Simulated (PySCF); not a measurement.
# Gd: excitation energy in ANO-RCC-VTZP

Wanted: the excitation energy of gadolinium, up a ladder of methods.

Method: unrestricted determinants in a Gaussian basis, no spin-orbit coupling in the energies. Code: PySCF 2.14.0.

## Step 1: Starting point

- Element: gadolinium (Z = 64)
- Basis: ANO-RCC-VTZP (8s7p5d3f2g1h, 104 functions)
- Hamiltonian: scalar relativity by spin-free X2C-1e
- State 1: Gd: [Xe] 4f7 6s2 7s1, 7s spin antiparallel (an excited configuration)
- Needed too, but not shown: Gd [Xe] 4f7 5d1 6s2 (9D)
- Methods: UHF, LDA, PBE, PBE0, r2SCAN, MP2
- Core shells frozen in the correlated runs: valence: [Kr] 4d10; valence and next inner shell: [Ar] 3d10 (for Gd)

One driver process ran all states and methods and kept the integrals in memory. Each run is shown as a PySCF script that sums up its settings (the driver passes frozen orbitals as a list and adds second-order terms of double hybrids); the logs are those of the runs themselves. The driver starts from symmetry-adapted Hartree-Fock orbitals, holds the occupation by maximum overlap and uses a logarithmic radial grid for functionals, so a plain start would take other cycles.

It was started by

```bash
> OMP_NUM_THREADS=1 python atomrun2.py TASK.json OUT
```

The integrals over 104 functions and the set-up took 65 s of CPU time.

## Step 2: Gd [Xe] 4f7 6s2 7s1, s spin flipped: the ladder of methods

Level: UHF.

The input, input.py:

```python
from pyscf import gto, scf, dft, mp, cc
import basis_set_exchange as bse
mol = gto.M(atom="Gd 0 0 0", charge=0, spin=6, symmetry="D2h",
            basis=gto.basis.parse(bse.get_basis("ANO-RCC-VTZP", elements=["Gd"], fmt="nwchem", header=False)),
            nucmod="G")
mf = scf.UHF(mol).sfx2c1e()
mf.irrep_nelec = {'Ag': (10, 11), 'B1g': (2, 2), 'B2g': (2, 2), 'B3g': (2, 2), 'Au': (1, 0), 'B1u': (6, 4), 'B2u': (6, 4), 'B3u': (6, 4)}
mf.kernel()
```

Level: LDA.

input.py differs from the last one in:

```diff
@@ -5,3 +5,3 @@
             nucmod="G")
-mf = scf.UHF(mol).sfx2c1e()
+mf = dft.UKS(mol, xc="LDA,VWN").sfx2c1e()
 mf.irrep_nelec = {'Ag': (10, 11), 'B1g': (2, 2), 'B2g': (2, 2), 'B3g': (2, 2), 'Au': (1, 0), 'B1u': (6, 4), 'B2u': (6, 4), 'B3u': (6, 4)}
```

Level: PBE.

input.py differs from the last one in:

```diff
@@ -5,3 +5,3 @@
             nucmod="G")
-mf = dft.UKS(mol, xc="LDA,VWN").sfx2c1e()
+mf = dft.UKS(mol, xc="PBE").sfx2c1e()
 mf.irrep_nelec = {'Ag': (10, 11), 'B1g': (2, 2), 'B2g': (2, 2), 'B3g': (2, 2), 'Au': (1, 0), 'B1u': (6, 4), 'B2u': (6, 4), 'B3u': (6, 4)}
```

Level: PBE0.

input.py differs from the last one in:

```diff
@@ -5,3 +5,3 @@
             nucmod="G")
-mf = dft.UKS(mol, xc="PBE").sfx2c1e()
+mf = dft.UKS(mol, xc="PBE0").sfx2c1e()
 mf.irrep_nelec = {'Ag': (10, 11), 'B1g': (2, 2), 'B2g': (2, 2), 'B3g': (2, 2), 'Au': (1, 0), 'B1u': (6, 4), 'B2u': (6, 4), 'B3u': (6, 4)}
```

Level: r2SCAN.

input.py differs from the last one in:

```diff
@@ -5,3 +5,3 @@
             nucmod="G")
-mf = dft.UKS(mol, xc="PBE0").sfx2c1e()
+mf = dft.UKS(mol, xc="R2SCAN").sfx2c1e()
 mf.irrep_nelec = {'Ag': (10, 11), 'B1g': (2, 2), 'B2g': (2, 2), 'B3g': (2, 2), 'Au': (1, 0), 'B1u': (6, 4), 'B2u': (6, 4), 'B3u': (6, 4)}
```

Level: MP2 (valence).

input.py differs from the last one in:

```diff
@@ -5,4 +5,5 @@
             nucmod="G")
-mf = dft.UKS(mol, xc="R2SCAN").sfx2c1e()
+mf = scf.UHF(mol).sfx2c1e()
 mf.irrep_nelec = {'Ag': (10, 11), 'B1g': (2, 2), 'B2g': (2, 2), 'B3g': (2, 2), 'Au': (1, 0), 'B1u': (6, 4), 'B2u': (6, 4), 'B3u': (6, 4)}
 mf.kernel()
+mp.UMP2(mf, frozen=23).kernel()
```

Level: MP2 (valence and next inner shell).

input.py differs from the last one in:

```diff
@@ -8,2 +8,2 @@
 mf.kernel()
-mp.UMP2(mf, frozen=23).kernel()
+mp.UMP2(mf, frozen=14).kernel()
```

What does the calculation give?

The runs gave:

| quantity | value |
| --- | --- |
| excitation energy, Gd → [Xe] 4f7 6s2 7s1, s spin flipped | UHF 5.454, MP2 (valence and next inner shell) 5.236 eV |

**Reading.** The methods span 1.007 eV, from SCS-MP2 (valence and next inner shell) (5.137) to r2SCAN (6.144). No reference value is at hand in this session. All values hold for this basis alone; no basis-set limit was taken.
